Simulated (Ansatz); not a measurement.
Write a Python script for Ansatz's Python interface that makes a single point in a Gaussian basis of F2H4O2Si2, SMILES O[SiH](F)O[SiH2]F. Level of theory: r2scan0, def2-SVP basis, multiplicity 1.

```yaml
atoms:
  - { symbol: O, position_ang: [-1.3034, -1.2310, 1.8774] }
  - { symbol: Si, position_ang: [-0.4790, 0.0147, 1.1470] }
  - { symbol: F, position_ang: [-1.5014, 1.2603, 0.9524] }
  - { symbol: O, position_ang: [0.0891, -0.4572, -0.3463] }
  - { symbol: Si, position_ang: [0.9549, 0.1444, -1.5649] }
  - { symbol: F, position_ang: [2.4238, 0.4204, -0.9683] }
  - { symbol: H, position_ang: [-2.2348, -1.2511, 1.5451] }
  - { symbol: H, position_ang: [0.7087, 0.4124, 1.9948] }
  - { symbol: H, position_ang: [0.3924, 1.4506, -1.9895] }
  - { symbol: H, position_ang: [1.0328, -0.8147, -2.6446] }
```

`f2h4o2si2.py`
```python
# -*- coding: utf-8 -*-
"""Electronic structure of the F2H4O2Si2 molecule."""

from pathlib import Path
import argparse

import ansatz as az
import numpy as np

parser = argparse.ArgumentParser(description="Electronic structure of the F2H4O2Si2 molecule.")
parser.add_argument("--basis-set", default="def2-SVP", help="basis")
parser.add_argument("--xc", required=True, help="exchange-correlation functional")
args = parser.parse_args()

geometry_ang = [
    ("O", (-1.3034, -1.231, 1.8774)),
    ("Si", (-0.479, 0.0147, 1.147)),
    ("F", (-1.5014, 1.2603, 0.9524)),
    ("O", (0.0891, -0.4572, -0.3463)),
    ("Si", (0.9549, 0.1444, -1.5649)),
    ("F", (2.4238, 0.4204, -0.9683)),
    ("H", (-2.2348, -1.2511, 1.5451)),
    ("H", (0.7087, 0.4124, 1.9948)),
    ("H", (0.3924, 1.4506, -1.9895)),
    ("H", (1.0328, -0.8147, -2.6446)),
]
geometry = az.Crystal.molecule()
for symbol, xyz in geometry_ang:
    geometry = geometry.atom(symbol, xyz)

calculation = (
    geometry.calculation()
    .basis(gaussian=args.basis_set)
    .functional(args.xc)
    .forces()
    .orbitals()
)
result = calculation.run(threads=1, pin="off", runs_dir="out")
summary = result.report

print("reference energy %16.6f eV" % summary["reference_energy_ev"])
print("total energy     %16.6f eV" % summary["free_energy_ev"])
print("occupied orbitals outside the frozen core (up, down):", summary["n_occupied"], " frozen:", summary["n_frozen"], " virtual:", summary["n_virtual"])

field = summary["mean_field"]
print("<S^2> =", round(abs(field["state"]["spin_squared"]), 4), " all-electron relativity setting:", field["relativity"])
print("passes:", field["passes"])
if "symmetry" in field:
    print("occupied orbitals by irrep:", field["symmetry"]["occupied"])

symbols = [site.symbol for site in geometry.cartesian_sites]
forces = np.array(summary["forces_ev_ang"])
print("largest force", round(float(np.linalg.norm(forces, axis=1).max()), 4), "eV/A, rms", round(float(np.sqrt((forces ** 2).mean())), 4))

charges = summary["charge_distribution"]
print("dipole moment", round(4.803205 * float(np.linalg.norm(charges["dipole_moment_e_ang"])), 3), "D")
print("Mulliken:", [(s, round(q, 3)) for s, q in zip(symbols, charges["mulliken_charges_e"])])

lines = Path(summary["orbitals_path"]).read_text().splitlines()
field_of = lambda key: [line.split("=")[1].strip() for line in lines if line.startswith(key)]
orbitals = [(27.211386 * float(e), s, float(n)) for e, s, n in zip(field_of("Ene="), field_of("Spin="), field_of("Occup="))]
homo = max(e for e, _, n in orbitals if n > 0.5)
lumo = min(e for e, _, n in orbitals if n < 0.5)
print(f"HOMO {homo:.3f} eV, LUMO {lumo:.3f} eV, gap {lumo - homo:.3f} eV")
```

Running `python f2h4o2si2.py --xc r2scan0` prints:
```text
reference energy    -25335.325496 eV
total energy        -25335.325496 eV
occupied orbitals outside the frozen core (up, down): [33, 33]  frozen: 0  virtual: [79, 79]
<S^2> = 0.0  all-electron relativity setting: none
passes: {'evaluations': 15, 'products': 11}
occupied orbitals by irrep: [{'A': 33}, {'A': 33}]
largest force 1.8842 eV/A, rms 0.6402
dipole moment 1.895 D
Mulliken: [('O', -0.449), ('Si', 1.049), ('F', -0.382), ('O', -0.629), ('Si', 0.936), ('F', -0.38), ('H', 0.226), ('H', -0.111), ('H', -0.135), ('H', -0.125)]
HOMO -9.621 eV, LUMO 1.148 eV, gap 10.770 eV
```

Total energies depend on the basis set; only differences at equal settings carry meaning. The geometry is a force-field or estimated start, not a minimum of this method, and the basis set is short of its limit. Levels such as HOMO and LUMO are orbital energies: with these approximate functionals they aren't the ionisation energy and electron affinity, and their gap isn't the fundamental gap. Run time: 9.8 s on 1 thread of Arm Neoverse V1, with other jobs on the host, peak memory 0.33 GiB.

(A comment or docstring line of the script was reworded after the run, the code is as it ran; lines on the test bed's own set-up are left out of the output.)
